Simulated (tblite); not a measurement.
# C4H11AlBN: the cost of one run

Programs: tblite 0.8.0 and PySCF 2.14.0, with density-fitted response routines of our own. Each step states its level of theory. These are calculated values for one molecule in the gas phase, unless marked as measured. Atoms count from 0, in the outputs and in this text.

## Step 1: The molecule as given

18 atoms, charge 0, multiplicity 1; geometry from: force field or distance geometry start.

Bonds of the start (Å): C0–C1 1.35, C1–C2 1.49, C2–B3 1.61, B3–C4 1.60, B3–N5 1.52, N5–Al6 1.91, C0–H7 1.08, C0–H8 1.09, C1–H9 1.10, C2–H10 1.11, C2–H11 1.11, C4–H12 1.10, C4–H13 1.10, C4–H14 1.12, N5–H15 1.04, Al6–H16 1.60, Al6–H17 1.59.

## Step 2: Geometry optimisation with GFN2-xTB

The job: settings as JSON, then the geometry in Å.

```
{"job": {"kind": "relax", "xc": "GFN2-xTB", "basis": "xTB"}, "charge": 0, "multiplicity": 1}
C      2.750600    -0.727800     0.994000
C      1.456200    -0.589800     0.632600
C      1.092400     0.104900    -0.629200
B     -0.502300     0.131400    -0.855400
C     -1.288300    -1.244800    -1.080100
N     -1.261200     1.450200    -0.839100
Al    -1.595300     1.924900     0.985300
H      3.542500    -0.324100     0.373500
H      3.007500    -1.235600     1.919200
H      0.691900    -1.004900     1.302700
H      1.448600     1.154100    -0.596900
H      1.550900    -0.406100    -1.496800
H     -0.588000    -2.099100    -1.060800
H     -2.040200    -1.379000    -0.290700
H     -1.798300    -1.200200    -2.071200
H     -2.197800     1.290900    -1.253200
H     -2.116900     0.784100     1.980200
H     -2.161000     3.377100     1.300900
```

Launch:

```console
> OMP_NUM_THREADS=1 python probes_run.py task.json out
```

The driver reads the jobs from task.json and runs them one after another.

Q: Estimate the wall time and peak memory of this first job on 1 thread of Arm Neoverse V1, shared host.

About 1.8 s, with a peak of 0.18 GiB.
